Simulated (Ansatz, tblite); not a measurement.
# C10H10F4O2: a ladder of methods and basis sets

One table from this session's results is given with a row withheld; the runs are named, their logs left out.

Method: as each input shows; program: Ansatz 0.2.0, Gaussian basis.

The runs, in order: GFN1-xTB, GFN2-xTB, PBE-D4/def2-TZVP, r2SCAN-D4/def2-TZVP, PBE-D4/def2-SVP, PBE0-D4/def2-SVP, HF/STO-3G, HF/6-31G, B3LYP-D4/6-31G, MP2/def2-SVP.

5 further runs of the same task are left out: 5 that didn't finish.

### The structure

The geometry is that of the singlet, from an earlier relaxation (PBE-D4/def2-SVP).

SMILES `COc1ccc(C(F)(F)C(F)(F)OC)cc1`, 26 atoms, charge 0, spin multiplicity 1.

Bond lengths: C1–O2 1.415 Å, C1–H17 1.113 Å, C1–H18 1.113 Å, C1–H19 1.106 Å, O2–C3 1.359 Å, C3–C4 1.411 Å, C3–C16 1.413 Å, C4–C5 1.402 Å, C4–H20 1.098 Å, C5–C6 1.402 Å, C5–H21 1.099 Å, C6–C7 1.506 Å, C6–C15 1.409 Å, C7–F8 1.370 Å, C7–F9 1.369 Å, C7–C10 1.557 Å, C10–F11 1.369 Å, C10–F12 1.376 Å and more. Angles: O2–C1–H17 111.9°, O2–C1–H18 111.9°, O2–C1–H19 106.4°, H17–C1–H18 108.6°, H17–C1–H19 108.9°, H18–C1–H19 108.9°, C1–O2–C3 118.5°, O2–C3–C4 124.5°, O2–C3–C16 115.9°, C4–C3–C16 119.6°, C3–C4–C5 119.7°, C3–C4–H20 121.1°, C5–C4–H20 119.3°, C4–C5–C6 120.7°, C4–C5–H21 119.8°, C6–C5–H21 119.4°, C5–C6–C7 120.4°, C5–C6–C15 119.4° and more.

Geometry (Å):

| atom | x (Å) | y (Å) | z (Å) |
| --- | --- | --- | --- |
| C1 | -4.3440 | 0.6760 | 0.9038 |
| O2 | -3.6689 | 0.3729 | -0.3026 |
| C3 | -2.3824 | -0.0591 | -0.2359 |
| C4 | -1.6571 | -0.2267 | 0.9626 |
| C5 | -0.3322 | -0.6818 | 0.9137 |
| C6 | 0.2794 | -0.9781 | -0.3130 |
| C7 | 1.7138 | -1.4352 | -0.3595 |
| F8 | 1.9157 | -2.2955 | -1.4061 |
| F9 | 2.0595 | -2.0890 | 0.7926 |
| C10 | 2.7348 | -0.2738 | -0.5423 |
| F11 | 4.0037 | -0.7806 | -0.6304 |
| F12 | 2.4945 | 0.3351 | -1.7526 |
| O13 | 2.6088 | 0.5936 | 0.4895 |
| C14 | 3.4894 | 1.7236 | 0.4655 |
| C15 | -0.4461 | -0.8038 | -1.5085 |
| C16 | -1.7634 | -0.3499 | -1.4723 |
| H17 | -3.8449 | 1.4982 | 1.4642 |
| H18 | -4.4227 | -0.2123 | 1.5701 |
| H19 | -5.3616 | 1.0022 | 0.6195 |
| H20 | -2.1146 | -0.0093 | 1.9366 |
| H21 | 0.2354 | -0.8138 | 1.8454 |
| H22 | 4.5499 | 1.4007 | 0.5048 |
| H23 | 3.3223 | 2.3354 | -0.4445 |
| H24 | 3.2488 | 2.3201 | 1.3633 |
| H25 | 0.0310 | -1.0349 | -2.4712 |
| H26 | -2.3491 | -0.2141 | -2.3927 |

PBE0-D4/def2-TZVP was run before; its log isn't repeated, and its numbers join the tables.

Set-up of the first run:

Tight binding, by tblite at 300 K electronic temperature and without a spin-polarisation term:

```python
tblite.interface.Calculator('GFN1-xTB', numbers, positions, charge=0, uhf=0).singlepoint()
```

Tight binding, by tblite at 300 K electronic temperature and without a spin-polarisation term:

```python
tblite.interface.Calculator('GFN2-xTB', numbers, positions, charge=0, uhf=0).singlepoint()
```

start.molden holds the orbitals of an earlier run on this state, given as this run's starting guess.

in.yaml

```yaml
crystal:
  periodic: [false, false, false]
  atoms:
    - {symbol: C, position_ang: [-4.344038, 0.676007, 0.903786]}
    - {symbol: O, position_ang: [-3.668878, 0.372949, -0.302626]}
    - {symbol: C, position_ang: [-2.382408, -0.059057, -0.235880]}
    - {symbol: C, position_ang: [-1.657051, -0.226716, 0.962558]}
    - {symbol: C, position_ang: [-0.332162, -0.681843, 0.913745]}
    - {symbol: C, position_ang: [0.279385, -0.978150, -0.312980]}
    - {symbol: C, position_ang: [1.713753, -1.435199, -0.359474]}
    - {symbol: F, position_ang: [1.915733, -2.295550, -1.406106]}
    - {symbol: F, position_ang: [2.059471, -2.088967, 0.792616]}
    - {symbol: C, position_ang: [2.734841, -0.273823, -0.542309]}
    - {symbol: F, position_ang: [4.003738, -0.780585, -0.630415]}
    - {symbol: F, position_ang: [2.494506, 0.335060, -1.752630]}
    - {symbol: O, position_ang: [2.608796, 0.593600, 0.489488]}
    - {symbol: C, position_ang: [3.489434, 1.723633, 0.465519]}
    - {symbol: C, position_ang: [-0.446105, -0.803829, -1.508498]}
    - {symbol: C, position_ang: [-1.763435, -0.349853, -1.472323]}
    - {symbol: H, position_ang: [-3.844871, 1.498245, 1.464200]}
    - {symbol: H, position_ang: [-4.422748, -0.212259, 1.570135]}
    - {symbol: H, position_ang: [-5.361628, 1.002176, 0.619485]}
    - {symbol: H, position_ang: [-2.114589, -0.009262, 1.936570]}
    - {symbol: H, position_ang: [0.235427, -0.813787, 1.845426]}
    - {symbol: H, position_ang: [4.549857, 1.400706, 0.504777]}
    - {symbol: H, position_ang: [3.322290, 2.335375, -0.444457]}
    - {symbol: H, position_ang: [3.248803, 2.320080, 1.363269]}
    - {symbol: H, position_ang: [0.030964, -1.034887, -2.471190]}
    - {symbol: H, position_ang: [-2.349086, -0.214055, -2.392703]}
basis:
  gaussian: {orbitals: def2-TZVP, initial_orbitals: start.molden}
hamiltonian: {xc: pbe, dispersion: d4}
scf: {omitted_lower_state_checks: [starts]}
output: {forces: true, orbitals: {seedname: orbitals}}
```

Command:

```console
$ ansatz run in.yaml --threads 4 --pin off --events-out ev --progress --plain --max-ram 6963MiB
```

Among the steps run: PBE-D4/def2-TZVP; r2SCAN-D4/def2-TZVP; PBE-D4/def2-SVP; PBE0-D4/def2-SVP; HF/STO-3G; HF/6-31G; B3LYP-D4/6-31G; MP2/def2-SVP.

One table of the session follows, with a row left open; its other results are not shown here.

It belongs to the step «Binding energy». 

```
              level  binding an atom (eV)
          HF/STO-3G                 3.675
           HF/6-31G                 3.002
        HF/def2-SVP                 3.380
    PBE-D4/def2-SVP                 4.943
   PBE-D4/def2-TZVP                 4.844
r2SCAN-D4/def2-TZVP                 4.687
     B3LYP-D4/6-31G                 4.472
   PBE0-D4/def2-SVP                 4.797
  PBE0-D4/def2-TZVP                     ?
       MP2/def2-SVP                 4.594
```

Q: Estimate the row for PBE0-D4/def2-TZVP from the others.

The run gave: binding an atom (eV): 4.707. In the column «binding an atom (eV)» it lies between r2SCAN-D4/def2-TZVP (4.687) and PBE0-D4/def2-SVP (4.797).

Caveats from the session: Free atoms were run apart at each level; binding is atoms less cluster, divided by the number of atoms, without zero-point or spin-orbit terms.
